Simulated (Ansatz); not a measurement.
## CoBr, space group P6/mmm: an SCF with some post-processing, step by step

Computed with Ansatz 0.2.0 through its Python package.

Typed at the interpreter:
```pycon
>>> from pathlib import Path
>>> import ansatz as az
>>> import numpy as np
>>> import pandas as pd
>>> crystal = (
...     az.Lattice.from_parameters(3.497956, 3.497956, 4.502026, alpha=90.0, beta=90.0, gamma=120.0)
...     .atom("Co", (0.0, 0.0, 0.0))
...     .atom("Br", (0.0, 0.0, 0.5))
...     .moments(Co=2.5)
... )
>>> len(crystal.resolved().sites)
2
>>> setup = (
...     crystal.calculation()
...     .kpoints(8, 8, 6)
...     .occupations("fermi_dirac", width=0.15)
...     .spin("collinear")
...     .hubbard("Co", "d", u_eff=2.0)
...     .compute(bader_charges=True, potential_components=True, density=True)
...     .cutoff_correction(756)
... )
>>> out = setup.run(threads=1)
DeckWarning: basis.ecutwfc = 420 eV, auto-derived from the records' recommended cutoffs: set by Co (normal level)
>>> rep = out.report
>>> rep["published_state_doubts"]
['filled_band_counts_differ_across_k_points', 'stability_check_not_made']
>>> rep["converged"], rep["free_energy_ev"]
(True, -7907.319873924007)
>>> rep["n_kpoints"], rep["n_symmetry_ops"], rep["n_pw"]
(50, 12, 945)
>>> energy = rep["free_energy_ev"]
>>> print("CoBr: {:.6f} eV = {:.6f} Ry = {:.6f} Ha".format(energy, energy / 13.605693, energy / 27.211386))
CoBr: -7907.319874 eV = -581.177296 Ry = -290.588648 Ha
>>> print("Fermi level {:.4f} eV, {} k-points, {} symmetry operations".format(rep["fermi_energy_ev"], rep["n_kpoints"], rep["n_symmetry_ops"]))
Fermi level 6.6458 eV, 50 k-points, 12 symmetry operations
>>> print("Hubbard energy {:.4f} eV".format(rep["components"]["e_hubbard"]))
Hubbard energy 0.4173 eV
>>> print(sorted(rep["hubbard"]))
['double_counting', 'dudarev_slope', 'lowdin_gram_lambda_min', 'n_bare', 'n_eig', 'n_mat', 'n_scf']
>>> basins = out.bader_charges()
>>> frame = pd.DataFrame([(a.symbol, a.partial_charge_e, a.basin.volume_ang3) for a in basins.atoms], columns=["atom", "charge (e)", "volume (A^3)"])
>>> frame.round(3)
  atom  charge (e)  volume (A^3)
0   Co       0.494        20.018
1   Br      -0.494        27.687
>>> print("sum of charges", round(frame["charge (e)"].sum(), 4), " sum of volumes", round(frame["volume (A^3)"].sum(), 3))
sum of charges 0.0  sum of volumes 47.705
>>> print(f"net moment {rep['magnetization_mub']:.3f} muB, absolute {rep['absolute_magnetization_mub']:.3f} muB")
net moment 2.075 muB, absolute 2.147 muB
>>> for index, (site, m) in enumerate(zip(out.lattice.sites, rep["site_moments_mub"])):
...     print(f"  {index:2d} {site.symbol:2s} {m:7.3f}")
...
   0 Co   1.896
   1 Br   0.042
>>> # estimate of what a larger basis would gain, without a second SCF
>>> estimate = rep.get("cutoff_correction")
>>> if estimate:
...     print("towards {} eV the energy would change by {:.2f} meV/atom".format(estimate["reference_ecutwfc_ev"], 1000 * estimate["energy_ev"] / len(out.lattice.sites)))
...
towards 756.0 eV the energy would change by -3.60 meV/atom
>>> folder = Path(out.write_results("parts"))
>>> text = (folder / "v_comp_z.tsv").read_text().splitlines()
>>> rows = np.array([line.split() for line in text if not line.startswith("#")], dtype=float)
>>> print(text[0])
# z_ang	v_loc[eV]	v_h[eV]	v_xc_up[eV]	v_xc_dn[eV]
>>> print(np.array2string(rows[:: max(len(rows) // 12, 1)], precision=3, suppress_small=True))
[[  0.    -57.116  54.741 -11.008 -11.076]
 [  0.281 -45.084  44.235 -10.311 -10.093]
 [  0.563 -20.105  23.319  -8.735  -8.15 ]
 [  0.844   3.37    3.837  -7.553  -7.278]
 [  1.126  19.229 -10.692  -7.488  -7.671]
 [  1.407  27.622 -20.103  -8.491  -8.543]
 [  1.688  28.056 -25.426  -9.84   -9.807]
 [  1.97   25.589 -28.085 -11.596 -11.488]
 [  2.251  24.551 -28.911 -12.52  -12.384]
 [  2.532  25.589 -28.085 -11.596 -11.488]
 [  2.814  28.056 -25.426  -9.84   -9.807]
 [  3.095  27.622 -20.103  -8.491  -8.543]
 [  3.377  19.229 -10.692  -7.488  -7.671]
 [  3.658   3.37    3.837  -7.553  -7.278]
 [  3.939 -20.105  23.319  -8.735  -8.15 ]
 [  4.221 -45.084  44.235 -10.311 -10.093]]
>>> rho = out.density()
>>> up, down = (channel.density_e_per_ang3 for channel in rho.channels)
>>> voxel = rho.cell_volume_ang3 / up.size
>>> print([str(channel.component) for channel in rho.channels], rho.dims)
['up', 'down'] (24, 24, 32)
>>> print(f"integral of up - down {np.sum(up - down) * voxel:.4f}, of its modulus {np.sum(np.abs(up - down)) * voxel:.4f} muB on the grid")
integral of up - down 2.0754, of its modulus 2.1484 muB on the grid
>>> print(f"spin density from {np.min(up - down):.4f} to {np.max(up - down):.4f} e/A^3")
spin density from -0.0245 to 8.0254 e/A^3
```

Reading the output:
- Total energies depend on the potentials; only differences at equal settings carry meaning.
- Other magnetic orders than the one started from may lie lower.
- For a metal this k-point mesh is coarse: on a finer one energies can move by several to tens of meV an atom and pressures by half a GPa or more, differences at one mesh by less.
- An absolute Fermi energy rests on an arbitrary zero of the periodic potential and has no direct meaning.
- Bader volumes count only the part of each basin above a small density, so their sum can fall short of the cell.
- The smearing is wide enough that free energy and stress hold a thermal part of the electrons.
- A gap by band count of zero or less means overlapping bands, a metal.
- No functional is typed, so the default, PBE, holds.
- Grid values close to the nuclei reflect the PAW or pseudopotential construction, not the all-electron fields.
- The structure comes from a database of computed cells and needn't be a stable or known phase.
- Warnings are shown shortened and without file and line.
- Hardware and time: 120 s on 1 thread of Arm Neoverse V1, on a shared host, peak memory 0.66 GiB.

(Lines on the test bed's own set-up are left out of the output.)
